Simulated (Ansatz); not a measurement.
# HfC: how the settings move a single-point run

How sensitive is a single-point run of HfC to its settings? A reference run comes first, then one run with altered input.

Computed with Ansatz 0.2.0 (reference: DFT, LDA, all-electron LAPW, Dirac equation with spin-orbit coupling; levels and slopes on a fine mesh, unless a step's input says otherwise).

**1. The system as given**

The structure is cubic, space group Fm-3m (No. 225). Conventional cell: a = 4.573 Å, b = 4.573 Å, c = 4.573 Å, α = 90.00°, β = 90.00°, γ = 90.00°. Hf (site symmetry m-3m) has 6 C at 2.29 Å as nearest neighbours. C (site symmetry m-3m) has 6 Hf at 2.29 Å as nearest neighbours.

As a file:

```cif
data_structure
_symmetry_space_group_name_H-M 'Fm-3m'
_symmetry_Int_Tables_number 225
_cell_length_a 4.5726
_cell_length_b 4.5726
_cell_length_c 4.5726
_cell_angle_alpha 90.000
_cell_angle_beta 90.000
_cell_angle_gamma 90.000
_cell_volume 95.61
loop_
_atom_site_label
_atom_site_type_symbol
_atom_site_symmetry_multiplicity
_atom_site_Wyckoff_symbol
_atom_site_fract_x
_atom_site_fract_y
_atom_site_fract_z
_atom_site_occupancy
Hf1 Hf 4 b 0.50000 0.00000 0.00000 1
C1 C 4 a 0.00000 0.00000 0.00000 1
```

**2. The reference run**

input.yaml

```yaml
crystal:
  lattice:
    - [0.0, 2.28632230815, 2.28632230815]
    - [2.28632230815, 0.0, 2.28632230815]
    - [2.28632230815, 2.28632230815, 0.0]
  atoms:
    - { symbol: Hf, position: [0.5, 0.5, 0.5] }
    - { symbol: C, position: [0.0, 0.0, 0.0] }
kpoints:
  mp_grid: { grid: [14, 14, 14] }
scf:
  occupations: { method: fermi_dirac, width: 0.05 }
hamiltonian:
  xc: lda
  pseudopotentials: { kind: all_electron, lapw: { basis_error: 0.001 } }
magnetization:
  noncollinear: true
  spin_orbit: true
output:
  forces: true
  stress: true
  eigenvalues: true
  eigenstates:
    nscf_kmesh: { grid: [16, 16, 16] }
    de_dk: true
    e_range: [-14, 14]
checkpoint:
  write: ck
  write_wavefunctions: false
```

Started as:

```
> ansatz run input.yaml --threads 1 --pin off --max-ram 3072MiB --backend cpu --events-out ev --progress --plain --runs-dir out
```

**3. Changed: hubbard.sites [{species: Hf, l: d, u_eff: 4.0}], hubbard.double_counting fll**

input.yaml: that of step 2 with these lines changed.

```diff
@@ -15,2 +15,3 @@
   pseudopotentials: { kind: all_electron, lapw: { basis_error: 0.001 } }
+  hubbard: { sites: [{ species: Hf, l: d, u_eff: 4.0 }], double_counting: fll }
 magnetization:
```

Before running it: what results should come out? Wanted: for each run, ending; energy change; pressure; gap; force.

As calculated:

| run | ending | energy change | pressure (GPa) | gap (eV) | force (eV/Å) | cycles | time |
| --- | --- | --- | --- | --- | --- | --- | --- |
| reference | converged | 0 | -0.6 | 0.00 | 0.00 | - | 2 min |
| 1: hubbard.sites [{species: Hf, l: d, u_eff: 4.0}], hubbard.double_counting fll | converged | +2.01 eV/atom (U changed: no physical gain or loss) | 6.6 | 0.00 | 0.00 | 14 | 2.2 min |

Residual by cycle in the longest SCF loop of each run; runs are numbered as in the table. The quantity is the density residual dr2, in eV.

| cycle | reference | run 1 |
| --- | --- | --- |
| 1 | 5.78 | 8.25 |
| 2 | 0.0331 | 0.0941 |
| 3 | 0.0492 | 0.0523 |
| 5 | 5.5e-4 | 8.5e-4 |
| 6 | 3.6e-5 | 7.4e-5 |
| 7 | 5.4e-6 | 7.6e-6 |
| 8 | 9.6e-7 | 5.1e-7 |
| 9 | 2.0e-8 | 8.1e-8 |
| 10 | 2.6e-9 | 8.6e-9 |
| 12 | 1.2e-12 | 1.2e-10 |
| 13 | 2.0e-12 | 2.1e-12 |
| 14 | - | 4.7e-13 |

What this shows: Changing the Hubbard U moves the energy by +2.01 eV/atom, and the pressure goes from -0.6 to 6.6 GPa. The U term adds an energy of its own, so the shift says nothing about which run is better. A changed U is a change of model: its shifts are not errors of convergence.
